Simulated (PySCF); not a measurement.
# C4H5ClGe: the cost of one run

The runs use PySCF 2.14.0, with density-fitted response routines of our own; the level of theory stands in each step. All values are computed, except where a source is named. Atoms count from 0, in the outputs and in this text.

## Step 1: Starting geometry

11 atoms, charge 0, multiplicity 1; geometry from: GFN2-xTB. The atoms were then displaced at random by about 0.01 Å, so the start is not that level's minimum.

Bonds of the start (Å): Cl0–C1 1.75, C1–C2 1.34, C2–Ge3 1.90, Ge3–C4 1.93, C4–C5 1.34, C5–C1 1.47, C2–H6 1.09, Ge3–H7 1.51, Ge3–H8 1.49, C4–H9 1.08, C5–H10 1.07.

## Step 2: Geometry optimisation at PBE0-D3(BJ)/def2-SVP

What the job is given:

```
{"job": {"xc": "PBE0", "basis": "def2-SVP", "d3": "d3bj", "grid": 1, "shake": 0.01, "kind": "geom"}, "charge": 0, "multiplicity": 1}
Cl     3.008500    -0.015260     0.301450
C      1.266060    -0.065240     0.125730
C      0.554870    -1.202750     0.098220
Ge    -1.270160    -0.726280    -0.105830
C     -0.769770     1.140880    -0.139470
C      0.556700     1.213930    -0.000020
H      1.046370    -2.169200     0.194860
H     -2.163030    -1.122370     1.042120
H     -1.936940    -1.227820    -1.345160
H     -1.379470     2.026860    -0.217300
H      1.124980     2.121430     0.029750
```

The run is started by

```sh
OMP_NUM_THREADS=1 python probes_run.py task.json out
```

The driver reads the jobs from task.json and runs them one after another.

Q: Estimate the wall time and peak memory of this first job on 1 thread of Arm Neoverse V2, shared host.

About 43 s, with a peak of 0.5 GiB.
